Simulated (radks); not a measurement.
**Fe⁻ inside a hard spherical wall**

What does compression do to the levels of Fe⁻? A hard sphere of shrinking radius stands in for pressure; the configuration is held at [Ar] 3d7 4s2.

Program: radks (a radial shooting solver on a logarithmic mesh, Libxc functionals) version 1. Level of theory: non-relativistic Kohn-Sham, PBEsol, spin-polarised, spherical densities, point nucleus; open shells are filled with parallel spins first. These are calculated values, not measurements, unless marked.

## 1. What is computed

* element: iron (Z = 26)
* charge: -1
* electrons: 27
* configuration: [Ar] 3d7 4s2

Outer shells as boxes (Hund's rule):

Fe⁻
```
[Ar] core
3d [↑↓][↑↓][↑ ][↑ ][↑ ]
4s [↑↓]
```

## 2. Wall at 20 bohr

Settings of this run:

```text
Z 26
configuration [Ar] 3d7 4s2 4p0 5s0 4d0
relativity non-relativistic
functional pbe_sol,pbe_sol
spin polarised
nucleus point
wall 20 bohr
```

## 3. Wall at 8 bohr

Settings, as their differences from step 2:

```diff
@@ -6,2 +6,2 @@
 nucleus point
-wall 20 bohr
+wall 8 bohr
```

## 4. Wall at 5 bohr

Settings, as their differences from step 3:

```diff
@@ -6,2 +6,2 @@
 nucleus point
-wall 8 bohr
+wall 5 bohr
```

## 5. Wall at 4 bohr

Settings, as their differences from step 4:

```diff
@@ -6,2 +6,2 @@
 nucleus point
-wall 5 bohr
+wall 4 bohr
```

## 6. Wall at 3 bohr

Settings, as their differences from step 5:

```diff
@@ -6,2 +6,2 @@
 nucleus point
-wall 4 bohr
+wall 3 bohr
```

## 7. Wall at 2.5 bohr

Settings, as their differences from step 6:

```diff
@@ -6,2 +6,2 @@
 nucleus point
-wall 3 bohr
+wall 2.5 bohr
```

## 8. Wall at 2 bohr

Settings, as their differences from step 7:

```diff
@@ -6,2 +6,2 @@
 nucleus point
-wall 2.5 bohr
+wall 2 bohr
```

What does the calculation give? Wanted: for each run, R; E − E(widest); ε(4s); ε(5s, empty); ε(4p, empty); ε(4d, empty); pressure.

As calculated:

```csv
R (bohr),E − E(widest) (eV),ε(4s) (eV),"ε(5s, empty) (eV)","ε(4p, empty) (eV)","ε(4d, empty) (eV)",pressure (GPa)
20,0.000,0.045,1.923,2.007,2.436,0.00485
8,0.775,1.761,9.265,5.027,8.989,0.596
5,6.553,6.214,28.636,11.393,20.709,19.8
4,17.040,12.091,51.154,19.001,32.648,95.9
3,55.254,29.730,109.94,40.282,61.140,706
2.5,114.27,53.592,179.08,67.353,92.564,2498
2,276.76,111.22,324.97,128.89,156.17,11770
```

In words: Eigenvalues are for spin up. At the tightest wall, 2 bohr, the energy stands 276.76 eV above the widest wall (20 bohr) and the pressure, −dE/dV, is 11770 GPa. Of the levels in the table that exist at both ends, 5s (empty) rises most from the widest wall (20 bohr) (323.05 eV). From R = 20 bohr inwards the highest occupied level lies above zero, in an anion first from self-interaction, then from the wall. Shells are not refilled when levels cross, and a hard wall is a model, not a crystal.
